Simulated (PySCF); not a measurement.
# A diatomic session: MgPb+

The task here is to estimate one member of a computed series from the others.

Program: PySCF 2.14.0. Level of theory: Mg def2-SVPD, Pb def2-SVPD with ECP60, scalar-relativistic core potentials. These are calculated values, not measurements.

1 further run of the same task is left out (it didn't finish).

The first run:

Settings of the job:

| Item | Value |
| --- | --- |
| atoms | Mg, Pb |
| charge | 1 |
| basis | Mg def2-SVPD, Pb def2-SVPD with ECP60 |
| Hamiltonian | scalar-relativistic core potentials |
| basis functions | 53 |
| electrons treated | 33 |
| masses in u | 23.9850, 207.9766 |
| levels | PBE0, PBE, r²SCAN, B2PLYP, B97-3, B3LYP, HF, MP2, SCS-MP2 |
| grid | 80 radial by 434 angular points |
| occupations | held fixed by the projection of orbital angular momentum |
| dissociation limit | Mg + Pb+, each in its ground configuration |
| starting distance in angstrom | 2.850 |
| values of 2S to try | 1, 3 |

Started as:

```
$ OMP_NUM_THREADS=1 python dia.py task.json out
```

Among the steps run: The job; PBE0 along the bond; Excited determinants; PBE (GGA); r²SCAN (meta-GGA); B2PLYP; B97-3 (global hybrid GGA); B3LYP (global hybrid GGA); ROHF.

One of the session's tables, all rows but one given; the rest of the session is left out.

```
       level  Re (Å)  ωe (cm⁻¹)  De (eV)
        ROHF   3.136      155.1     1.05
    ROHF-MP2   3.031      180.8     1.42
ROHF-SCS-MP2       ?          ?        ?
         PBE   3.023      176.4     1.71
      r²SCAN   3.003      181.6     1.74
       B3LYP   3.037      171.5     1.53
        PBE0   3.014      179.3     1.63
       B97-3   3.052      169.9     1.46
      B2PLYP   3.029      177.1     1.47
```

**Question.** Estimate the row for ROHF-SCS-MP2.

**Answer.** Re (Å): 3.066; ωe (cm⁻¹): 171.6; De (eV): 1.30. In the column «Re (Å)» it lies between B97-3 (3.052) and ROHF (3.136).

De is counted to Mg + Pb+ in their ground configurations.
